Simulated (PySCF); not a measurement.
# C₇H₁₁NO: geometry, NMR shifts and electronic excitations

Wanted: the NMR shifts and electronic excitations of C₇H₁₁NO (`O=CN[C@H]1CC12CCC2`), by calculation.

The runs use PySCF 2.14.0, with density-fitted response routines of our own; the level of theory stands in each step. All values are computed, except where a source is named. Atoms are numbered from 0 throughout.

**1. The starting structure**

20 atoms, charge 0, multiplicity 1; geometry from: GFN2-xTB.

Bonds of the start (Å): O0–C1 1.21, C1–N2 1.35, N2–C3 1.43, C3–C4 1.50, C4–C5 1.50, C5–C6 1.52, C6–C7 1.54, C7–C8 1.54, C5–C3 1.50, C8–C5 1.52, C1–H9 1.11, N2–H10 1.01, C3–H11 1.08, C4–H12 1.08, C4–H13 1.08, C6–H14 1.09, C6–H15 1.09, C7–H16 1.09, C7–H17 1.09, C8–H18 1.09, C8–H19 1.09.

**2. Relaxing the molecule at PBE0-D3(BJ)/def2-SVP**

What the job is given:

```
{"job": {"xc": "PBE0", "basis": "def2-SVP", "d3": "d3bj", "grid": 1, "kind": "geom"}, "charge": 0, "multiplicity": 1}
O      3.316280     0.495899    -1.522700
C      3.077861     0.467953    -0.341256
N      1.959866    -0.026967     0.220385
C      0.894255    -0.584411    -0.549671
C      0.057469    -1.689650     0.032889
C     -0.528215    -0.323285    -0.159545
C     -1.670134     0.066288    -1.083511
C     -2.185265     1.025305     0.005652
C     -1.017888     0.622282     0.925833
H      3.780325     0.857551     0.420693
H      1.837790    -0.002446     1.220268
H      1.158189    -0.614805    -1.598979
H     -0.261975    -2.486742    -0.620888
H      0.275315    -2.010164     1.041798
H     -2.347772    -0.750187    -1.328718
H     -1.354926     0.551618    -2.005652
H     -2.181138     2.073075    -0.284313
H     -3.167939     0.770348     0.395155
H     -0.329818     1.434821     1.159650
H     -1.317427     0.134194     1.852905
```

**Question.** This job is followed by: GIAO PBE0/pcSseg-1 NMR shielding, non-relativistic, gas phase; TDDFT PBE0/def2-SVPD, vertical, gas phase, core orbitals frozen in the response; GIAO B97-2/pcSseg-1 NMR shielding, non-relativistic, gas phase. What will the session give for the following? point group; rotational constants (main isotopes); ¹³C shifts against TMS (PBE0/pcSseg-1); ¹H shifts against TMS (PBE0/pcSseg-1); ¹⁷O shifts against H2O (PBE0/pcSseg-1); ¹⁵N shifts against NH3 (PBE0/pcSseg-1); lowest singlet (PBE0/def2-SVPD); brightest single state of those computed; lowest triplet; vertical ionisation energy (ΔSCF); range of the shift of O0.

**Answer**, as computed:

| quantity | value |
| --- | --- |
| point group | C1 |
| rotational constants (main isotopes) | 2.42, 1.52, 1.13 GHz |
| ¹³C shifts against TMS (PBE0/pcSseg-1) | 163.4, 34.7, 32.1, 28.2, 28.0, 19.9, 18.2 ppm |
| ¹H shifts against TMS (PBE0/pcSseg-1) | 8.11, 4.33, 2.79, 2.25, 2.21, 2.09, 1.69, 1.67, 1.58, 0.68, 0.06 ppm |
| ¹⁷O shifts against H2O (PBE0/pcSseg-1) | 436.8 ppm |
| ¹⁵N shifts against NH3 (PBE0/pcSseg-1) | 144.4 ppm |
| lowest singlet (PBE0/def2-SVPD) | 5.63 eV (220 nm), f = 0.002 |
| brightest single state of those computed | state 3, 6.70 eV, f = 0.102 |
| lowest triplet | 5.08 eV |
| vertical ionisation energy (ΔSCF) | 9.04 eV |
| range of the shift of O0 | 423.5 to 436.8 ppm |

**Reading.** Over 28 steps the energy fell by 0.150 eV; of the close pairs, C3–H11 changed most, 1.082 to 1.098 Å. No frequency check was run at this level, so the end point may be a saddle. At PBE0/pcSseg-1: The widest tensor belongs to O0: span 753 ppm, with a paramagnetic part of -506 ppm. The lowest singlet, at 5.63 eV, is HOMO−1→LUMO 0.78, HOMO→LUMO 0.15 and is weak; of the 10 states computed, the strongest absorption comes from state 3 at 6.70 eV (the last state computed is bright too, and its partners may lie past the list). The lowest triplet lies 0.56 eV below the lowest singlet (triplets in Tamm-Dancoff, singlets in full TDDFT). The orbital energy would give 7.27 eV for ionisation, ΔSCF gives 9.04 eV. Across the 2 runs the shift of O0 moves most, between 423.5 (B97-2/pcSseg-1) and 436.8 ppm (PBE0/pcSseg-1).
